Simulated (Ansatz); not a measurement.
# BGeH₅S: up Jacob's ladder to CCSD(T)

The task here is to estimate one member of a computed series from the others.

The runs use Ansatz 0.2.0, Gaussian basis; functionals in def2-TZVPP, the program's frozen cores in correlated methods.

Levels to be run: LDA (SPW92), PBE-D4, revPBE-D4, BLYP-D4, r2SCAN-D4, B97M-V, PBE0-D4, B3LYP-D4, r2SCANh-D4, r2SCAN0-D4, HSE06-D4, BHLYP-D4, CAM-B3LYP-D4, LC-ωPBE, ωB97X-V, ωB97M-V, B2PLYP, PBE-QIDH; CCSD(T)/def2-SVP; CCSD(T)/def2-TZVPP; MP2/def2-QZVPP; extrapolation to the limit; RPA on PBE.

**The relaxed structure**

An earlier PBE0-D4 in a triple-zeta def2 set relaxation fixed the geometry.

SMILES `B[S][GeH3]`, 8 atoms, charge 0, spin multiplicity 1.

Atoms are counted from 1 here; the program's logs count them from 0.

Bond lengths: B1–S2 1.769 Å, B1–H4 1.195 Å, B1–H5 1.193 Å, S2–Ge3 2.241 Å, Ge3–H6 1.533 Å, Ge3–H7 1.534 Å, Ge3–H8 1.533 Å. Angles: S2–B1–H4 121.9°, S2–B1–H5 116.5°, H4–B1–H5 121.6°, B1–S2–Ge3 101.0°, S2–Ge3–H6 108.8°, S2–Ge3–H7 106.5°, S2–Ge3–H8 108.8°, H6–Ge3–H7 110.8°, H6–Ge3–H8 110.9°, H7–Ge3–H8 110.8°.

The first run:

File in.yaml:

```yaml
crystal:
  periodic: [false, false, false]
  atoms:
    - {symbol: B, position_ang: [-0.825825, 1.149883, -1.024934]}
    - {symbol: S, position_ang: [0.845756, 0.575329, -0.946474]}
    - {symbol: Ge, position_ang: [0.713972, -0.888158, 0.746125]}
    - {symbol: H, position_ang: [-1.668223, 0.743809, -0.281618]}
    - {symbol: H, position_ang: [-1.069857, 1.965751, -1.860251]}
    - {symbol: H, position_ang: [0.270407, -0.143203, 2.010906]}
    - {symbol: H, position_ang: [2.119506, -1.477088, 0.924426]}
    - {symbol: H, position_ang: [-0.293435, -1.983324, 0.375921]}
basis:
  gaussian: {orbitals: def2-TZVPP}
hamiltonian: {xc: lda}
output: {orbitals: {seedname: orbitals}}
```

Launch:

```bash
> ansatz run in.yaml --threads 2 --pin off --events-out ev --progress --plain --max-ram 4352MiB
```

Among the steps run: LDA; PBE-D4 (GGA); revPBE-D4 (GGA); BLYP-D4 (GGA); r2SCAN-D4 (meta-GGA); B97M-V (meta-GGA); PBE0-D4 (hybrid); B3LYP-D4 (hybrid); r2SCANh-D4 (hybrid); r2SCAN0-D4 (hybrid); HSE06-D4 (hybrid); BHLYP-D4 (hybrid); CAM-B3LYP-D4 (range-separated); LC-ωPBE (range-separated); ωB97X-V (range-separated); ωB97M-V (range-separated); B2PLYP (double hybrid); PBE-QIDH (double hybrid).

One of the session's tables, all rows but one given; the rest of the session is left out.

| functional | HOMO (eV) | LUMO (eV) | gap (eV) |
| --- | --- | --- | --- |
| LDA (SPW92) | -7.16 | -2.60 | 4.56 |
| PBE-D4 | -7.04 | -2.36 | 4.68 |
| revPBE-D4 | -6.99 | -2.26 | 4.73 |
| BLYP-D4 | -6.85 | -2.19 | 4.67 |
| r2SCAN-D4 | -7.28 | -2.05 | 5.23 |
| B97M-V | -7.38 | -2.13 | 5.25 |
| PBE0-D4 | -8.14 | -1.42 | 6.72 |
| B3LYP-D4 | -7.90 | -1.61 | 6.29 |
| r2SCANh-D4 | -7.69 | -1.72 | 5.96 |
| r2SCAN0-D4 | -8.31 | -1.24 | 7.07 |
| HSE06-D4 | -7.75 | -1.80 | 5.94 |
| BHLYP-D4 | -9.09 | -0.40 | 8.69 |
| CAM-B3LYP-D4 | -9.40 | -0.32 | 9.08 |
| LC-ωPBE | -10.77 | 0.81 | 11.59 |
| ωB97X-V | ? | ? | ? |
| ωB97M-V | -10.28 | 0.52 | 10.80 |

**Question.** Estimate the row for ωB97X-V.

As computed: HOMO (eV): -10.42; LUMO (eV): 0.73; gap (eV): 11.15. In the column «HOMO (eV)» it lies between LC-ωPBE (-10.77) and ωB97M-V (-10.28).
